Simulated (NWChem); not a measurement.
# GeH3F (fluorogermane): levels of theory compared

Wanted: a comparison of 6 runs (HF/3-21G, HF/6-31G**, HF/aug-cc-pVDZ, B3LYP/6-31G*, PBE0/def2-SVP, MP2/aug-cc-pVDZ) of GeH3F (fluorogermane). 

The results are computed with NWChem 7.3.0.

1 further run of the same task is left out (set aside as unsound or not needed).

## 1. The molecule

GeH3F has 5 atoms, charge 0, and is taken as a singlet. As SMILES, `[F][GeH3]`. The shape is that of a PBE0-D4/def2-TZVP optimisation.

Bond lengths: F1–Ge2 1.742 Å, Ge2–H3 1.533 Å, Ge2–H4 1.533 Å, Ge2–H5 1.533 Å. Angles: F1–Ge2–H3 106.2°, F1–Ge2–H4 106.2°, F1–Ge2–H5 106.3°, H3–Ge2–H4 112.5°, H3–Ge2–H5 112.5°, H4–Ge2–H5 112.5°.

## 2. Energy and gradient at HF/3-21G (run 1)

geom.xyz reads:

```xyz
5

F     -1.046500     0.474300     1.162200
Ge     0.068200    -0.041600    -0.072800
H      1.331000    -0.512000     0.658600
H     -0.627800    -1.178000    -0.831200
H      0.325100     1.183600    -0.958100
```

run.py reads:

```python
from ase.io import read
from ase.calculators.nwchem import NWChem

atoms = read('geom.xyz')

calc = NWChem(
    label='geom',
    theory='scf',
    memory='2200 mb',
    basis='3-21G',
    basispar='spherical bse',
    scf={'nopen': '0', 'rhf': None, 'thresh': '1e-08', 'maxiter': '80'},
)
atoms.calc = calc

forces = atoms.get_forces()
print("Total energy (eV):", round(atoms.get_potential_energy(), 6))
print("forces (eV/A):")
for s, f in zip(atoms.symbols, forces):
    print(f"{s:2s} {f[0]:10.5f} {f[1]:10.5f} {f[2]:10.5f}")
print("dipole (e A):", atoms.get_dipole_moment().round(4))
```

Launch:

```sh
export ASE_NWCHEM_COMMAND="nwchem PREFIX.nwi > PREFIX.nwo"
python run.py
```

The program printed:

```text
Total energy (eV): -58939.893885
forces (eV/A):
F     0.87258   -0.40325   -0.96709
Ge   -1.14008    0.52589    1.26354
H     0.01604   -0.01548   -0.17576
H     0.16141    0.03450   -0.06525
H     0.09004   -0.14172   -0.05543
dipole (e A): [ 0.3354 -0.1551 -0.3717]
```

The calculator wrote geom.nwi:

```
title "geom"

permanent_dir geom

scratch_dir geom

start geom

geometry units angstrom nocenter noautosym noautoz
  F  -1.0465000000000000e+00 4.7430000000000000e-01 1.1621999999999999e+00
  Ge 6.8199999999999997e-02 -4.1599999999999998e-02 -7.2800000000000004e-02
  H  1.3310000000000000e+00 -5.1200000000000001e-01 6.5859999999999996e-01
  H  -6.2780000000000002e-01 -1.1779999999999999e+00 -8.3120000000000005e-01
  H  3.2510000000000000e-01 1.1836000000000000e+00 -9.5809999999999995e-01
end

memory 2200 mb

basis spherical bse noprint
   * library 3-21G
end

scf
  nopen 0
  rhf
  thresh 1e-08
  maxiter 80
end

task scf gradient
```

geom.nwo:

```text
Northwest Computational Chemistry Package (NWChem) 7.3.0
             --------------------------------------------------------

           Job information
           ---------------

    nwchem branch   = 7.3.0
    use scalapack   = T
    input           = geom.nwi
    prefix          = geom.
    data base       = geom/geom.db
    status          = startup
    nproc           =        1

           Memory information
           ------------------

[... 5 lines left out ...]
    hardfail = no
[... 126 lines left out ...]
         Quadratically convergent ROHF
[... 14 lines left out ...]
       Final RHF  results
[... 4 lines left out ...]
      Two-electron energy =    984.203619456924
[... 41 lines left out ...]
                       ROHF Final Molecular Orbital Analysis
[... 213 lines left out ...]
                 ----------------------------------------
                 |  Time  |  1-e(secs)   |  2-e(secs)   |
                 ----------------------------------------
                 |  CPU   |       0.00   |       0.19   |
                 ----------------------------------------
                 |  WALL  |       0.00   |       0.19   |
                 ----------------------------------------

 Task  times  cpu:        0.9s     wall:        0.9s
 Total times  cpu:        0.9s     wall:        0.9s
```

Run time: 1.7 s. Hardware: 1 thread of AMD EPYC 9R45 (Zen 5), shared host; peak memory 0.1 GiB.

## 3. Energy and gradient at HF/6-31G(d,p) (spherical functions) (run 2)

test.xyz reads:

```xyz
5
FGeH3
F     -1.046500     0.474300     1.162200
Ge     0.068200    -0.041600    -0.072800
H      1.331000    -0.512000     0.658600
H     -0.627800    -1.178000    -0.831200
H      0.325100     1.183600    -0.958100
```

test.nw reads:

```
start test
title "FGeH3"
memory total 2200 mb
charge 0

geometry noautosym nocenter noautoz
load test.xyz
end

basis spherical bse
* library 6-31G**
end

scf
singlet
rhf
thresh 1e-08
maxiter 80
print low
end

task scf gradient
```

Launch:

```sh
nwchem test.nw > test.out
```

The program printed:

```text
[...]
  functions       =    61
[...]
  wavefunction    = RHF
[...]
         Total SCF energy =  -2176.280317920372
      One-electron energy =  -3287.988240814881
      Two-electron energy =    985.008883781226
 Nuclear repulsion energy =    126.699039113282
        Time for solution =      5.3s
[...]
                         RHF ENERGY GRADIENTS
    atom               coordinates                        gradient
                 x          y          z           x          y          z
   1 F      -1.977598   0.896297   2.196240   -0.005644   0.002601   0.006259
   2 Ge      0.128879  -0.078613  -0.137572    0.006501  -0.002973  -0.007212
   3 H       2.515225  -0.967540   1.244574    0.001011  -0.000326   0.001681
   4 H      -1.186370  -2.226097  -1.570740   -0.001567  -0.001214  -0.000278
   5 H       0.614350   2.236680  -1.810546   -0.000301   0.001912  -0.000451
 Task  times  cpu:        7.2s     wall:        7.2s
 Total times  cpu:        7.2s     wall:        7.2s
```

Wall time 7.8 s (1 thread of AMD EPYC 9R45 (Zen 5), shared host); peak memory 0.1 GiB.

Run 3 isn't shown in full; the table further down has it.

## 4. Energy and gradient at B3LYP/6-31G(d) (spherical functions) (run 4)

run.py reads:

```python
from ase import Atoms
from ase.calculators.nwchem import NWChem

system = Atoms(['F', 'Ge', 'H', 'H', 'H'], positions=[
    [-1.046500, 0.474300, 1.162200],
    [0.068200, -0.041600, -0.072800],
    [1.331000, -0.512000, 0.658600],
    [-0.627800, -1.178000, -0.831200],
    [0.325100, 1.183600, -0.958100],
])

calc = NWChem(
    label='run',
    theory='dft',
    memory='2200 mb',
    basis='6-31G*',
    basispar='spherical bse',
    dft={'xc': 'b3lyp', 'mult': '1', 'grid': 'xfine', 'convergence': 'energy 1e-08', 'iterations': '100', 'mulliken': None},
)
system.calc = calc

forces = system.get_forces()
print(f"energy = {system.get_potential_energy():.6f} eV")
print("forces (eV/A):")
for s, f in zip(system.symbols, forces):
    print(f"{s:2s} {f[0]:10.5f} {f[1]:10.5f} {f[2]:10.5f}")
print("dipole (e A):", system.get_dipole_moment().round(4))
```

Launch:

```sh
export ASE_NWCHEM_COMMAND="nwchem PREFIX.nwi > PREFIX.nwo"
python run.py
```

The program printed:

```text
energy = -59277.790915 eV
forces (eV/A):
F    -0.20055    0.09333    0.22194
Ge   -0.04098    0.01738    0.04566
H     0.20836   -0.08130    0.04453
H    -0.04469   -0.16681   -0.14799
H     0.07790    0.13745   -0.16414
dipole (e A): [ 0.2775 -0.1283 -0.3075]
```

The calculator wrote run.nwi:

```
title "run"

permanent_dir run

scratch_dir run

start run

geometry units angstrom nocenter noautosym noautoz
  F  -1.0465000000000000e+00 4.7430000000000000e-01 1.1621999999999999e+00
  Ge 6.8199999999999997e-02 -4.1599999999999998e-02 -7.2800000000000004e-02
  H  1.3310000000000000e+00 -5.1200000000000001e-01 6.5859999999999996e-01
  H  -6.2780000000000002e-01 -1.1779999999999999e+00 -8.3120000000000005e-01
  H  3.2510000000000000e-01 1.1836000000000000e+00 -9.5809999999999995e-01
end

memory 2200 mb

basis spherical bse noprint
   * library 6-31G*
end

dft
  xc b3lyp
  mult 1
  grid xfine
  convergence energy 1e-08
  iterations 100
  mulliken
end

task dft gradient
```

run.nwo:

```text
Northwest Computational Chemistry Package (NWChem) 7.3.0
             --------------------------------------------------------

           Job information
           ---------------

    nwchem branch   = 7.3.0
    use scalapack   = T
    input           = run.nwi
    prefix          = run.
    data base       = run/run.db
    status          = startup
    nproc           =        1

           Memory information
           ------------------

[... 5 lines left out ...]
    hardfail = no
[... 97 lines left out ...]
  convergence criterion.
[... 42 lines left out ...]
          Spatial weights used:  Erf1
[... 32 lines left out ...]
 1-e energy   =   -3286.990700
[... 41 lines left out ...]
           Coulomb energy =     1072.956015637286
[... 437 lines left out ...]
          Convergence on density requested:  1.00D-05
[... 28 lines left out ...]
          total energy or number of iterations.
[... 36 lines left out ...]
                 ----------------------------------------
                 |  Time  |  1-e(secs)   |  2-e(secs)   |
                 ----------------------------------------
                 |  CPU   |       0.00   |       1.29   |
                 ----------------------------------------
                 |  WALL  |       0.00   |       1.29   |
                 ----------------------------------------

 Task  times  cpu:        7.0s     wall:        7.0s
 Total times  cpu:        7.0s     wall:        7.0s
```

Run time: 7.8 s. Hardware: 1 thread of AMD EPYC 9R45 (Zen 5), shared host; peak memory 0.13 GiB.

Run 5 isn't shown in full; the table further down has it.

## 5. Energy and forces at MP2/aug-cc-pVDZ (run 6)

run.py, as its differences from that of step 4:

```diff
@@ -12,8 +12,9 @@
 calc = NWChem(
-    label='run',
-    theory='dft',
+    label='fgeh3',
+    theory='mp2',
     memory='2200 mb',
-    basis='6-31G*',
+    basis='aug-cc-pVDZ',
     basispar='spherical bse',
-    dft={'xc': 'b3lyp', 'mult': '1', 'grid': 'xfine', 'convergence': 'energy 1e-08', 'iterations': '100', 'mulliken': None},
+    scf={'nopen': '0', 'rhf': None, 'thresh': '1e-08', 'maxiter': '80'},
+    mp2={'freeze': 'core 10', 'tight': None},
 )
@@ -26,2 +27 @@
     print(f"{s:2s} {f[0]:10.5f} {f[1]:10.5f} {f[2]:10.5f}")
-print("dipole (e A):", system.get_dipole_moment().round(4))
```

Launch:

```sh
export ASE_NWCHEM_COMMAND="nwchem PREFIX.nwi > PREFIX.nwo"
python run.py
```

The program printed:

```text
energy = -59236.435007 eV
forces (eV/A):
F    -0.47540    0.22050    0.52641
Ge    0.49802   -0.23212   -0.55140
H    -0.06932    0.02530   -0.05667
H     0.05348    0.06762    0.03672
H    -0.00679   -0.08130    0.04489
```

The calculator wrote fgeh3.nwi:

```
title "fgeh3"

permanent_dir fgeh3

scratch_dir fgeh3

start fgeh3

geometry units angstrom nocenter noautosym noautoz
  F  -1.0465000000000000e+00 4.7430000000000000e-01 1.1621999999999999e+00
  Ge 6.8199999999999997e-02 -4.1599999999999998e-02 -7.2800000000000004e-02
  H  1.3310000000000000e+00 -5.1200000000000001e-01 6.5859999999999996e-01
  H  -6.2780000000000002e-01 -1.1779999999999999e+00 -8.3120000000000005e-01
  H  3.2510000000000000e-01 1.1836000000000000e+00 -9.5809999999999995e-01
end

memory 2200 mb

basis spherical bse noprint
   * library aug-cc-pVDZ
end

scf
  nopen 0
  rhf
  thresh 1e-08
  maxiter 80
end
mp2
  freeze core 10
  tight
end

task mp2 gradient
```

fgeh3.nwo:

```text
Northwest Computational Chemistry Package (NWChem) 7.3.0
             --------------------------------------------------------

           Job information
           ---------------

    nwchem branch   = 7.3.0
    use scalapack   = T
    input           = fgeh3.nwi
    prefix          = fgeh3.
    data base       = fgeh3/fgeh3.db
    status          = startup
    nproc           =        1

           Memory information
           ------------------

[... 5 lines left out ...]
    hardfail = no
[... 128 lines left out ...]
 Convergence threshold     :          1.000E-08
[... 16 lines left out ...]
      One-electron energy =  -3287.960794634069
[... 42 lines left out ...]
                       ROHF Final Molecular Orbital Analysis
[... 466 lines left out ...]
  MP2 natural orbitals output to fgeh3/fgeh3.mp2nos
[... 11 lines left out ...]
                 ----------------------------------------
                 |  Time  |  1-e(secs)   |  2-e(secs)   |
                 ----------------------------------------
                 |  CPU   |       0.00   |      16.03   |
                 ----------------------------------------
                 |  WALL  |       0.00   |      16.03   |
                 ----------------------------------------
 -----------------------
 Task  times  cpu:      119.6s     wall:      119.6s
 Total times  cpu:      119.6s     wall:      119.6s
```

It took 2 min on 1 thread of AMD EPYC 9R45 (Zen 5), shared host; peak memory 0.25 GiB.

## 6. Overview of the runs

```
run                               level  iteration cap  module   energy (Eh)  dipole moment (D)  HOMO energy (eV)  LUMO energy (eV)  wall time
  1                            HF/3-21G             80     scf  -2166.001167               2.52            -13.04              3.66      1.7 s
  2    HF/6-31G** (spherical functions)             80     scf  -2176.280318                  –                 –                 –      7.8 s
  3                      HF/aug-cc-pVDZ             80     scf  -2176.558247               2.43            -13.23              1.01       63 s
  4  B3LYP/6-31G* (spherical functions)            100     dft  -2178.418654               2.08             -9.16             -0.22      7.8 s
  5                       PBE0/def2-SVP            100     dft  -2177.962713               2.13             -9.56              0.11      7.8 s
  6                     MP2/aug-cc-pVDZ             80     mp2  -2176.898852               2.21            -13.23              1.01      2 min
```

## 7. Outcome

| quantity | value |
| --- | --- |
| run 6: total energy | -2176.89885 Eh |
| run 6: dipole moment (of the density that the program reports) | 2.21 D |
| run 6: HOMO energy (Hartree–Fock orbitals) | -13.23 eV |
| run 6: LUMO energy (Hartree–Fock orbitals) | 1.01 eV |
| run 6: HOMO–LUMO gap (Hartree–Fock orbitals) | 14.24 eV |
| run 6: correlation energy (10 core orbitals frozen) | -340.6 mEh |
| run 6: largest force on an atom | 0.778 eV/Å |

Over runs 1, 3, 4, 5, 6 the dipole moment (its size) runs from 2.08 D (B3LYP/6-31G*) to 2.52 D (HF/3-21G). The two ends differ in method and basis. Over runs 1, 3, 4, 5 the HOMO–LUMO gap runs from 8.94 eV (B3LYP/6-31G*) to 16.70 eV (HF/3-21G). Totals of different functionals can't be ranked against each other. All runs together took 3.5 min, the longest 2 min.
